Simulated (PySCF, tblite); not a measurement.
# C7H9F3O: infrared bands and NMR shifts

Aim: predict the infrared bands and NMR shifts of C7H9F3O (`C[C@@]1(C(=O)F)CC[C@@H](F)[C@H]1F`).

Computed with tblite 0.8.0 and PySCF 2.14.0, with density-fitted response routines of our own, on a single molecule in the gas phase. Atoms count from 0, in the outputs and in this text.

## 1. The molecule as given

20 atoms, charge 0, multiplicity 1; geometry from: GFN2-xTB.

Bonds of the start (Å): C0–C1 1.53, C1–C2 1.50, C2–O3 1.18, C2–F4 1.36, C1–C5 1.54, C5–C6 1.53, C6–C7 1.54, C7–F8 1.37, C7–C9 1.55, C9–F10 1.37, C9–C1 1.54, C0–H11 1.09, C0–H12 1.09, C0–H13 1.09, C5–H14 1.09, C5–H15 1.09, C6–H16 1.09, C6–H17 1.09, C7–H18 1.09, C9–H19 1.09.

## 2. Harmonic vibrations with GFN2-xTB

The job: settings as JSON, then the geometry in Å.

```
{"job": {"kind": "ir", "xc": "GFN2-xTB", "basis": "xTB"}, "charge": 0, "multiplicity": 1}
C     -1.998683    -0.686972     0.174707
C     -0.661341     0.032295    -0.007313
C     -0.905200     1.472750    -0.358040
O     -0.536157     2.094698    -1.291196
F     -1.657079     2.089034     0.593343
C      0.247363    -0.031040     1.235982
C      1.627689     0.353284     0.701044
C      1.665643    -0.152987    -0.750082
F      2.524353    -1.214276    -0.874720
C      0.225115    -0.593858    -1.101241
F      0.130562    -1.958686    -1.041519
H     -1.820712    -1.733863     0.405669
H     -2.587744    -0.630235    -0.738101
H     -2.561215    -0.235548     0.987704
H      0.252592    -1.058119     1.602946
H     -0.093784     0.627410     2.032963
H      1.761219     1.434862     0.716848
H      2.434189    -0.103453     1.272148
H      2.021032     0.609640    -1.450457
H     -0.072990    -0.304260    -2.113721
```

**Question.** This job is followed by: GIAO PBE0/pcSseg-1 NMR shielding, non-relativistic, gas phase. What will the session give for the following? strongest single infrared mode (GFN2-xTB); zero-point energy (GFN2-xTB); ¹³C shifts against TMS (PBE0/pcSseg-1); ¹H shifts against TMS (PBE0/pcSseg-1, means over atoms taken as alike); ¹⁷O shifts against H2O (PBE0/pcSseg-1); ¹⁹F shifts against CFCl3 (PBE0/pcSseg-1).

As calculated:

| quantity | value |
| --- | --- |
| strongest single infrared mode (GFN2-xTB) | 1859 cm⁻¹, 395 km/mol |
| zero-point energy (GFN2-xTB) | 94.8 kcal/mol |
| ¹³C shifts against TMS (PBE0/pcSseg-1) | 176.0, 96.5, 96.0, 57.8, 37.2, 35.3, 18.9 ppm |
| ¹H shifts against TMS (PBE0/pcSseg-1, means over atoms taken as alike) | 5.49, 5.17, 2.23, 2.23, 2.06, 2.04, 1.62 ppm |
| ¹⁷O shifts against H2O (PBE0/pcSseg-1) | 456.4 ppm |
| ¹⁹F shifts against CFCl3 (PBE0/pcSseg-1) | 32.5, -226.1, -242.5 ppm |

In words: All 54 modes are real, so the xTB geometry is a minimum. The strongest single mode, at 1859 cm⁻¹, moves mainly C2 and O3. Unscaled tight-binding wavenumbers are off by several per cent, some by more. Its intensities can rank the bands wrongly. At PBE0/pcSseg-1: Shielding is most anisotropic at O3 (span 676 ppm, paramagnetic term -523 ppm).
